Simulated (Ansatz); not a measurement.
# La2Ta2O: the cost of one run

Program: Ansatz 0.2.0. Level of theory: DFT PBE, scalar-relativistic, plane waves, PAW, unless a step names another level. These are calculated values, not measurements.

1 further run of the same task is left out (it didn't finish).

## (1) The system as given

It takes space group P4/nmm (No. 129, tetragonal). Conventional cell: a = 3.764 Å, b = 3.764 Å, c = 18.186 Å, α = 90.00°, β = 90.00°, γ = 90.00°. La (site symmetry 4mm) has 4 O at 2.32 Å as nearest neighbours. La (site symmetry 4mm) is surrounded by 5 Ta at 3.29 to 3.36 Å and 4 La at 3.76 Å. Around Ta (site symmetry 4mm) lie 5 Ta at 2.74 to 2.94 Å. Ta (site symmetry 4mm) has 9 Ta at 2.74 to 3.06 Å as nearest neighbours. O (site symmetry -4m2) is surrounded by 4 La at 2.32 Å.

Coordinates:

```cif
data_structure
_symmetry_space_group_name_H-M 'P 1'
_symmetry_Int_Tables_number 1
_cell_length_a 3.7643
_cell_length_b 3.7643
_cell_length_c 18.1858
_cell_angle_alpha 90.000
_cell_angle_beta 90.000
_cell_angle_gamma 90.000
_cell_volume 257.70
loop_
_atom_site_label
_atom_site_type_symbol
_atom_site_fract_x
_atom_site_fract_y
_atom_site_fract_z
_atom_site_occupancy
La1 La 0.00000 0.50000 0.92578 1
La2 La 0.50000 0.00000 0.07422 1
La3 La 0.00000 0.50000 0.27781 1
La4 La 0.50000 0.00000 0.72219 1
Ta1 Ta 0.50000 0.00000 0.39065 1
Ta2 Ta 0.50000 0.00000 0.54128 1
Ta3 Ta 0.00000 0.50000 0.60935 1
Ta4 Ta 0.00000 0.50000 0.45872 1
O1 O 0.50000 0.50000 0.00000 1
O2 O 0.00000 0.00000 0.00000 1
```

It came out lowest among 30 distinct ends of the trial cells. At a tolerance of 0.05 Å it has space group P4/nmm (No. 129).

## (2) Tight relaxation for the response runs, on the response runs' mesh and smearing

File input.yaml:

```yaml
crystal:
  lattice:
    - [3.7643364136, 0.0, 0.0]
    - [0.0, 3.7643364136, 0.0]
    - [0.0, 0.0, 18.1858438438]
  atoms:
    - { symbol: La, position: [0.0, 0.5, 0.9257798732] }
    - { symbol: La, position: [0.5, 0.0, 0.0742201268] }
    - { symbol: La, position: [0.0, 0.5, 0.2778119024] }
    - { symbol: La, position: [0.5, 0.0, 0.7221880976] }
    - { symbol: Ta, position: [0.5, 0.0, 0.390652889] }
    - { symbol: Ta, position: [0.5, 0.0, 0.5412835607] }
    - { symbol: Ta, position: [0.0, 0.5, 0.609347111] }
    - { symbol: Ta, position: [0.0, 0.5, 0.4587164393] }
    - { symbol: O, position: [0.5, 0.5, 0.0] }
    - { symbol: O, position: [0.0, 0.0, 0.0] }
basis:
  ecutwfc: 420
kpoints:
  mp_grid: { grid: [8, 8, 2] }
hamiltonian:
  xc: pbe
scf:
  occupations: { method: gaussian, width: 0.1 }
output:
  forces: true
  stress: true
  eigenvalues: true
relax:
  adjacent_minimum: "off"
  f_tol: 0.001
  max_steps: 60
  cell: { stress_tol: 0.01 }
```

Run with:

```
$ ansatz run input.yaml --threads 3 --pin off --max-ram 7680MiB --backend cpu --events-out ev --progress --plain --runs-dir out
```

Q: Estimate wall time and peak memory on 3 threads of Intel Xeon Platinum 8259CL at 2.50GHz (Skylake/Cascade Lake), shared host.

About 58 s, with a peak of 0.96 GiB.
